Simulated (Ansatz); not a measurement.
**CH6FGeNO: small, medium and large basis sets**

The task here is to estimate one member of a computed series from the others.

Program: Ansatz 0.2.0, Gaussian basis. Level of theory: one geometry, several basis sets. These are calculated values, not measurements.

The runs, in order: PBE0-D4/def2-SVP; ωB97M-V/def2-SVP; PBE0-D4/def2-QZVPP; ωB97M-V/def2-QZVPP; the functionals' def2-TZVPP values are taken from earlier runs.

### The relaxed structure

All runs share one geometry, relaxed beforehand with PBE0-D4 in a triple-zeta def2 set.

SMILES `[OH][GeH2][NH]CF`, 11 atoms, charge 0, spin multiplicity 1.

Atoms are counted from 1 here; the program's logs count them from 0.

Bond lengths: O1–Ge2 1.777 Å, O1–H6 0.962 Å, Ge2–N3 1.845 Å, Ge2–H7 1.538 Å, Ge2–H8 1.529 Å, N3–C4 1.400 Å, N3–H9 1.010 Å, C4–F5 1.416 Å, C4–H10 1.092 Å, C4–H11 1.093 Å. Angles: Ge2–O1–H6 110.9°, O1–Ge2–N3 111.6°, O1–Ge2–H7 111.1°, O1–Ge2–H8 104.9°, N3–Ge2–H7 104.9°, N3–Ge2–H8 109.4°, H7–Ge2–H8 115.2°, Ge2–N3–C4 118.5°, Ge2–N3–H9 115.4°, C4–N3–H9 113.0°, N3–C4–F5 112.7°, N3–C4–H10 111.7°, N3–C4–H11 110.8°, F5–C4–H10 105.7°, F5–C4–H11 105.3°, H10–C4–H11 110.4°.

Set-up of the first run:

Contents of in.yaml:

```yaml
crystal:
  periodic: [false, false, false]
  atoms:
    - {symbol: O, position_ang: [-1.352097, 1.304474, -1.235172]}
    - {symbol: Ge, position_ang: [-1.312861, -0.175227, -0.252161]}
    - {symbol: N, position_ang: [0.393800, -0.866172, -0.133536]}
    - {symbol: C, position_ang: [1.316743, -0.225329, 0.702244]}
    - {symbol: F, position_ang: [1.597612, 1.100359, 0.292377]}
    - {symbol: H, position_ang: [-0.644563, 1.904041, -0.980717]}
    - {symbol: H, position_ang: [-1.723165, 0.114762, 1.201247]}
    - {symbol: H, position_ang: [-2.210205, -1.164022, -0.996502]}
    - {symbol: H, position_ang: [0.797938, -1.173019, -1.007180]}
    - {symbol: H, position_ang: [2.278984, -0.741808, 0.712170]}
    - {symbol: H, position_ang: [0.923213, -0.134959, 1.717830]}
basis:
  gaussian: {orbitals: def2-SVP}
hamiltonian: {xc: pbe0, dispersion: d4}
output: {orbitals: {seedname: orbitals}}
```

Among the steps run: PBE0-D4 in def2-SVP; ωB97M-V in def2-SVP; PBE0-D4 in def2-QZVPP; ωB97M-V in def2-QZVPP.

One of the session's tables, all rows but one given; the rest of the session is left out.

It belongs to the step «Density functionals: the series». 

| functional | basis | HOMO (eV) | LUMO (eV) |
| --- | --- | --- | --- |
| PBE0-D4 | def2-SVP | -7.74 | 1.19 |
| PBE0-D4 | def2-TZVPP | -7.91 | 0.76 |
| PBE0-D4 | def2-QZVPP | -7.96 | 0.43 |
| ωB97M-V | def2-SVP | ? | ? |
| ωB97M-V | def2-TZVPP | -10.28 | 2.36 |
| ωB97M-V | def2-QZVPP | -10.33 | 1.70 |

Estimate the missing values for ωB97M-V, def2-SVP.

As computed: HOMO (eV): -10.09; LUMO (eV): 3.05. In the column «HOMO (eV)» it lies between ωB97M-V, def2-TZVPP (-10.28) and PBE0-D4, def2-QZVPP (-7.96).
